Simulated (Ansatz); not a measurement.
The system is SiNi2.

```
CELL_PARAMETERS angstrom
4.99000 0.00000 0.00000
0.00000 3.72000 0.00000
0.00000 0.00000 7.03000
ATOMIC_POSITIONS crystal
Ni 0.32500 0.75000 0.93700
Ni 0.67500 0.25000 0.06300
Ni 0.17500 0.25000 0.43700
Ni 0.82500 0.75000 0.56300
Ni 0.45800 0.75000 0.29700
Ni 0.54200 0.25000 0.70300
Ni 0.04200 0.25000 0.79700
Ni 0.95800 0.75000 0.20300
Si 0.78600 0.75000 0.88600
Si 0.21400 0.25000 0.11400
Si 0.71400 0.25000 0.38600
Si 0.28600 0.75000 0.61400
```

Program: Ansatz 0.2.0. Alike in all runs: potentials or basis Ansatz PAW; cell as given.

Problem. Order these runs on this cell by their pressure, lowest first.
A. level PBE; spin collinear, ferromagnetic start; k mesh 6 × 7 × 4; cutoff (eV) 420; smearing gaussian 0.015 eV
B. level BLYP; spin collinear, ferromagnetic start; k mesh 5 × 5 × 3; cutoff (eV) 420; smearing fermi-dirac 0.05 eV; points for each segment of the path 10
C. level r2SCAN; spin collinear, antiferromagnetic start; k mesh 5 × 5 × 3; cutoff (eV) 500; smearing fermi-dirac 0.05 eV
D. level r2SCAN+U; spin collinear, antiferromagnetic start; U Ni d U = 5 eV; k mesh 5 × 5 × 3; cutoff (eV) 500; smearing fermi-dirac 0.05 eV; hubbard projectors ortho-atomic (the default); double counting fll (the default)
E. level RPBE; spin collinear, ferromagnetic start; k mesh 6 × 7 × 4; cutoff (eV) 420; smearing fermi-dirac 0.05 eV; points for each segment of the path 10

Solution. D (-5.6 GPa), C (-3.8 GPa), A (3.4 GPa), E (8.0 GPa), B (12.7 GPa).

Caveats: the PAW data sets come from PBE, with cores solved anew for the run's functional, which leaves a small shift of forces and pressure (some runs); the potentials were made for another functional, which shifts forces and pressure (some runs); the magnetic or orbital state may not be the lowest (some runs); the density of states is complete only up to the lowest level of the last band computed (some runs); the U is typed as a test and isn't derived for this compound (some runs).

Not every run made on this cell is shown here.
